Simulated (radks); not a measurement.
**Ge⁻ inside a hard spherical wall**

One table from this session's results is given with a row withheld; the runs are named, their logs left out.

Program: radks (a radial shooting solver on a logarithmic mesh, Libxc functionals) version 1. Level of theory: scalar-relativistic Kohn-Sham, LDA (Slater exchange, Perdew-Wang correlation), spin-polarised, spherical densities, finite nucleus; open shells are filled with parallel spins first. These are calculated values, not measurements, unless marked.

**Starting point**

* element: germanium (Z = 32)
* charge: -1
* electrons: 33
* configuration: [Ar] 3d10 4s2 4p3
* nuclear rms radius: 4.0742 fm

The outer shells:

Ge⁻
```
[Ar] core
3d [↑↓][↑↓][↑↓][↑↓][↑↓]
4s [↑↓]
4p [↑ ][↑ ][↑ ]
```

Set-up of the first run:

Settings of this run:

```text
Z 32
configuration [Ar] 3d10 4s2 4p3 5s0 4d0 5p0
relativity scalar-relativistic
functional lda,pw
spin polarised
nucleus finite rms 4.0742 fm
wall 20 bohr
c 137.035999084
```

Run with:

```sh
> python run_ks.py task.json out
```

The same process makes all the runs of this session.

Steps of the session up to this table: Wall at 20 bohr; Wall at 8 bohr; Wall at 7 bohr; Wall at 5 bohr; Wall at 4 bohr; Wall at 3.5 bohr; Wall at 3 bohr; Wall at 2.5 bohr.

One table of the session follows, with a row left open; its other results are not shown here.

```
R (bohr)  E − E(widest) (eV)  ε(4p) (eV)  ε(5s, empty) (eV)  ε(5p, empty) (eV)  ε(4d, empty) (eV)
      20               0.000       1.027              1.987              2.321              2.632
       8               0.573       2.141              6.136              9.132              7.888
       7               1.165       2.803              8.265             12.136              9.570
       5               6.299       6.441             19.902             26.762             16.852
       4                   ?           ?                  ?                  ?                  ?
     3.5              32.233      17.561             54.687             66.155             34.903
       3              62.109      27.445             84.618             98.547             49.284
     2.5              131.30      47.023             141.23             158.16             75.359
```

**Question.** Estimate the row for R (bohr) = 4.

Worked estimate for «E − E(widest) (eV)». A straight line through the neighbours (5, 6.299) and (3.5, 32.233) gives 6.299 + (32.233 − 6.299) × (4 − 5) / (3.5 − 5) = 23.588; a parabola fitted to 4 rows on both sides gives 23.855.

As computed: E − E(widest) (eV): 17.851; ε(4p) (eV): 11.990; ε(5s, empty) (eV): 37.400; ε(5p, empty) (eV): 46.951; ε(4d, empty) (eV): 26.226. In «E − E(widest) (eV)» the line misses by +5.737 and the parabola by +6.004.

In words: Eigenvalues are for spin up. At the tightest wall, 2.5 bohr, the energy stands 131.30 eV above the widest wall (20 bohr) and the pressure, −dE/dV, is 2923 GPa. Of the levels in the table that exist at both ends, 5p (empty) rises most from the widest wall (20 bohr) (155.84 eV). From R = 20 bohr inwards the highest occupied level lies above zero, in an anion first from self-interaction, then from the wall. Shells are not refilled when levels cross, and a hard wall is a model, not a crystal.
